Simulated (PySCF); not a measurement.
# C5H6ClFO: the cost of one run

Computed with PySCF 2.14.0 and routines of our own; the level stands in each step. Atoms count from 0.

### Step 1. The starting structure

14 atoms, charge 0, multiplicity 1; geometry from: GFN2-xTB.

### Step 2. Circular dichroism and optical rotation: TDDFT B3LYP/def2-SVPD

What the job is given:

```
{"job": {"kind": "ecd", "xc": "B3LYP", "basis": "def2-SVPD", "nstates": 12}, "charge": 0, "multiplicity": 1}
O     -1.058919     1.621516    -0.727612
C     -0.734860     0.271771    -0.757938
C     -1.538794    -0.715330     0.152250
C     -0.209274    -1.069992     0.755853
C      0.485907    -0.207124     0.011106
C      1.897569     0.219509    -0.060755
F      2.738365    -0.712331     0.458694
Cl     2.105484     1.738068     0.899043
H     -0.961011     1.952056     0.173424
H     -0.735155    -0.014323    -1.812177
H     -2.057405    -1.519983    -0.364576
H     -2.228831    -0.217043     0.830401
H      0.064460    -1.794266     1.499833
H      2.231787     0.447000    -1.079713
```

With the program's defaults for keys left out, this is: TDDFT B3LYP/def2-SVPD circular dichroism and optical rotation, one conformer, gas phase.

On the command line:

```
> OMP_NUM_THREADS=1 python excited_run.py task.json out
```

This one command runs all jobs of the session in turn.

Q: Estimate the wall time and peak memory of this job on 1 thread of Arm Neoverse V1, shared host.

About 81 s, with a peak of 0.96 GiB.
